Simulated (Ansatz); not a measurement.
# C3H12N2Si: taking an electron away

How much energy removes an electron from C3H12N2Si at fixed geometry? The cation is run at each level and the neutral's energy taken from earlier runs.

Program: Ansatz 0.2.0, Gaussian basis. Level of theory: unrestricted cation, the program's frozen cores in correlated methods. These are calculated values, not measurements.

The runs, in order: UKS PBE-D4/def2-TZVPP; UKS r2SCAN-D4/def2-TZVPP; UKS PBE0-D4/def2-TZVPP; UKS B3LYP-D4/def2-TZVPP; UKS wB97X-V/def2-TZVPP; UKS wB97M-V/def2-TZVPP; UKS B2PLYP/def2-TZVPP; UHF-CCSD(T)/def2-TZVPP; UHF-MP2/def2-QZVPP; extrapolation to the limit; then −ε(HOMO) from the neutral's earlier runs with LDA (SPW92), PBE-D4, revPBE-D4, BLYP-D4, r2SCAN-D4, B97M-V, PBE0-D4, B3LYP-D4, r2SCANh-D4, r2SCAN0-D4, HSE06-D4, BHLYP-D4, CAM-B3LYP-D4, LC-ωPBE, ωB97X-V, ωB97M-V.

## Step 1: The geometry

An earlier PBE0-D4 in a triple-zeta def2 set relaxation fixed the geometry.

SMILES `C[Si](C)(C)NN`, 18 atoms, charge 0, spin multiplicity 1.

Atoms are counted from 1 here; the program's logs count them from 0.

Bond lengths: C1–Si2 1.877 Å, C1–H7 1.094 Å, C1–H8 1.094 Å, C1–H9 1.093 Å, Si2–C3 1.869 Å, Si2–C4 1.872 Å, Si2–N5 1.728 Å, C3–H10 1.093 Å, C3–H11 1.093 Å, C3–H12 1.093 Å, C4–H13 1.093 Å, C4–H14 1.094 Å, C4–H15 1.094 Å, N5–N6 1.410 Å, N5–H16 1.006 Å, N6–H17 1.013 Å, N6–H18 1.014 Å. Angles: Si2–C1–H7 111.5°, Si2–C1–H8 111.1°, Si2–C1–H9 111.2°, H7–C1–H8 107.0°, H7–C1–H9 107.8°, H8–C1–H9 108.0°, C1–Si2–C3 110.5°, C1–Si2–C4 107.9°, C1–Si2–N5 111.6°, C3–Si2–C4 111.4°, C3–Si2–N5 106.1°, C4–Si2–N5 109.3°, Si2–C3–H10 111.2°, Si2–C3–H11 110.7°, Si2–C3–H12 111.4°, H10–C3–H11 107.8°, H10–C3–H12 108.2°, H11–C3–H12 107.5° and more.

## Step 2: Cation, UKS PBE-D4/def2-TZVPP

File in.yaml:

```yaml
crystal:
  periodic: [false, false, false]
  atoms:
    - {symbol: C, position_ang: [-0.851994, -1.634802, 0.001968]}
    - {symbol: Si, position_ang: [0.226244, -0.099848, -0.061125]}
    - {symbol: C, position_ang: [2.032689, -0.565469, 0.050918]}
    - {symbol: C, position_ang: [-0.149965, 0.803286, -1.657531]}
    - {symbol: N, position_ang: [-0.081442, 0.950799, 1.275916]}
    - {symbol: N, position_ang: [-1.348142, 1.487489, 1.582977]}
    - {symbol: H, position_ang: [-1.915792, -1.378609, 0.006622]}
    - {symbol: H, position_ang: [-0.679731, -2.272775, -0.869735]}
    - {symbol: H, position_ang: [-0.646332, -2.225535, 0.898435]}
    - {symbol: H, position_ang: [2.672293, 0.319154, 0.000444]}
    - {symbol: H, position_ang: [2.312269, -1.227372, -0.772979]}
    - {symbol: H, position_ang: [2.251096, -1.091504, 0.984159]}
    - {symbol: H, position_ang: [0.492798, 1.679465, -1.772752]}
    - {symbol: H, position_ang: [-1.189447, 1.143063, -1.685261]}
    - {symbol: H, position_ang: [0.000780, 0.152793, -2.523570]}
    - {symbol: H, position_ang: [0.536382, 1.006226, 2.067768]}
    - {symbol: H, position_ang: [-1.600588, 2.187755, 0.896273]}
    - {symbol: H, position_ang: [-2.061118, 0.765905, 1.577483]}
basis:
  gaussian: {orbitals: def2-TZVPP}
total_charge: 1
magnetization: {spin_polarized: true, initial_magnetization: 1}
hamiltonian: {xc: pbe, dispersion: d4}
```

Run with:

```sh
ansatz run in.yaml --threads 2 --pin off --events-out ev --progress --plain --max-ram 22528MiB --backend cuda --devices 0, --max-vram 18GiB
```

Further steps of the session: Cation, UKS r2SCAN-D4/def2-TZVPP; Cation, UKS PBE0-D4/def2-TZVPP; Cation, UKS B3LYP-D4/def2-TZVPP; Cation, UKS wB97X-V/def2-TZVPP; Cation, UKS wB97M-V/def2-TZVPP; Cation, UKS B2PLYP (frozen core)/def2-TZVPP; Cation, UHF-CCSD(T)/def2-TZVPP; Cation, UHF-MP2/def2-QZVPP.

Before running them: what should the planned runs give, taken together? Wanted: ionisation energy, CCSD(T)/CBS; nearest functional by difference; nearest −ε(HOMO); −ε(HOMO) of PBE; T1 of the cation.

**Answer**, as computed:

| quantity | value |
| --- | --- |
| ionisation energy, CCSD(T)/CBS | 8.98 eV |
| nearest functional by difference | ωB97M-V (-0.20 eV) |
| nearest −ε(HOMO) | ωB97M-V (-0.03 eV) |
| −ε(HOMO) of PBE | 5.18 eV |
| T1 of the cation | 0.022 |

What this shows: Energy differences with functionals land within 0.63 eV of the reference. −ε(HOMO) of PBE misses by 3.8 eV, since self-interaction lifts the level. Among orbital estimates ωB97M-V comes nearest. Hartree-Fock falls 1.43 eV short, as the neutral has more correlation energy than the cation.
